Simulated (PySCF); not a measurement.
# Tl2O2F2: forces at shaken geometries

Aim: move all atoms of relaxed Tl2O2F2 at random and read energies and forces. The species was built from a template and needn't be a known compound.

Method: PBE0, Tl def2-SVP with ECP60, O def2-SVP, F def2-SVP; scalar-relativistic core potentials, no spin–orbit coupling; program: PySCF 2.14.0.

2 further runs of the same task are left out: 2 for a known fault of the program.

## 1. Starting geometry

6 atoms, charge 0, spin multiplicity 1.

Bond lengths: Tl1–Tl2 3.113 Å, Tl1–O3 2.026 Å, Tl1–O4 2.217 Å, Tl1–F5 1.997 Å, Tl2–O3 2.217 Å, Tl2–O4 2.026 Å, Tl2–F6 1.997 Å. Angles: Tl2–Tl1–O3 45.2°, Tl2–Tl1–O4 40.4°, Tl2–Tl1–F5 158.1°, O3–Tl1–O4 85.7°, O3–Tl1–F5 156.7°, O4–Tl1–F5 117.6°, Tl1–Tl2–O3 40.4°, Tl1–Tl2–O4 45.2°, Tl1–Tl2–F6 158.1°, O3–Tl2–O4 85.7°, O3–Tl2–F6 117.6°, O4–Tl2–F6 156.7°, Tl1–O3–Tl2 94.3°, Tl1–O4–Tl2 94.3°.

Geometry (Å):

```xyz
6
F2O2Tl2
Tl    0.1885    0.0000    1.5452
Tl   -0.1885    0.0000   -1.5452
O     1.4436    0.0000   -0.0447
O    -1.4436    0.0000    0.0447
F    -0.3278    0.0000    3.4739
F     0.3278    0.0000   -3.4739
```

Formal oxidation states: Tl +3. An earlier session relaxed this geometry at PBE0, Tl def2-SVP with ECP60, O def2-SVP, F def2-SVP (singlet, point group C2h).

Its energy there is -694.433578 Eh.

## 2. Atoms moved at random, σ = 0.03 Å

Input file run.py (the lines that set the calculation):

```python
mol = gto.M(atom='''
Tl     0.18310     0.00896     1.57449
Tl    -0.18383    -0.04075    -1.54065
O      1.44870     0.03577    -0.03517
O     -1.42364     0.00340     0.04355
F     -0.31897    -0.01453     3.43194
F      0.29465     0.00714    -3.47416''',
    basis={'Tl': 'def2-SVP', 'O': 'def2-SVP', 'F': 'def2-SVP'},
    ecp={'Tl': 'def2-SVP'},
    charge=0, spin=0)
mf = dft.RKS(mol, xc='PBE0')
mf.grids.atom_grid = (50, 194)
mf = mf.density_fit()  # fitting sets: Tl def2-universal-JKFIT, O def2-universal-JKFIT, F def2-universal-JKFIT
mf.conv_tol = 1e-08; mf.max_cycle = 55
mf.kernel(dm0)  # dm0: the density of the relaxed state
```

The run is started by

```sh
OMP_NUM_THREADS=2 python run.py
```

## 3. Atoms moved at random, σ = 0.1 Å

Input file run.py (the lines that set the calculation):

```python
mol = gto.M(atom='''
Tl     0.12555     0.08387     1.52866
Tl    -0.21621    -0.06568    -1.51244
O      1.30276    -0.05072    -0.05502
O     -1.27865    -0.02878    -0.06114
F     -0.33562    -0.03790     3.54599
F      0.40218     0.09921    -3.44605''',
    basis={'Tl': 'def2-SVP', 'O': 'def2-SVP', 'F': 'def2-SVP'},
    ecp={'Tl': 'def2-SVP'},
    charge=0, spin=0)
mf = dft.RKS(mol, xc='PBE0')
mf.grids.atom_grid = (50, 194)
mf = mf.density_fit()  # fitting sets: Tl def2-universal-JKFIT, O def2-universal-JKFIT, F def2-universal-JKFIT
mf.conv_tol = 1e-08; mf.max_cycle = 55
mf.kernel(dm0)  # dm0: the density of the relaxed state
```

## 4. Atoms moved at random, σ = 0.06 Å

Input file run.py (the lines that set the calculation):

```python
mol = gto.M(atom='''
Tl     0.08088    -0.03433     1.54393
Tl    -0.14998    -0.02060    -1.48863
O      1.53472    -0.00724    -0.12626
O     -1.50857     0.02846     0.14021
F     -0.33156     0.03578     3.43007
F      0.37450    -0.00207    -3.49931''',
    basis={'Tl': 'def2-SVP', 'O': 'def2-SVP', 'F': 'def2-SVP'},
    ecp={'Tl': 'def2-SVP'},
    charge=0, spin=0)
mf = dft.RKS(mol, xc='PBE0')
mf.grids.atom_grid = (50, 194)
mf = mf.density_fit()  # fitting sets: Tl def2-universal-JKFIT, O def2-universal-JKFIT, F def2-universal-JKFIT
mf.conv_tol = 1e-08; mf.max_cycle = 55
mf.kernel(dm0)  # dm0: the density of the relaxed state
```

Before running it: what results should come out? Wanted: for each run, σ; energy rise; harmonic estimate −½ F·u; largest force component.

**Answer**, as computed:

| σ (Å) | energy rise (eV) | harmonic estimate −½ F·u (eV) | largest force component (eV/Å) |
| --- | --- | --- | --- |
| 0.03 | 0.081 | 0.084 | 2.35 |
| 0.1 | 1.067 | 1.211 | 7.76 |
| 0.06 | 0.403 | 0.371 | 2.36 |

Every displacement raises the energy. For a harmonic well the rise equals −½ F·u; the two differ by at most 14 % here (a move with σ = 0.1 Å), from anharmonicity, the grid and the small forces left at the relaxed point. These are double-zeta-type bases without diffuse functions. Spin–orbit coupling is left out.
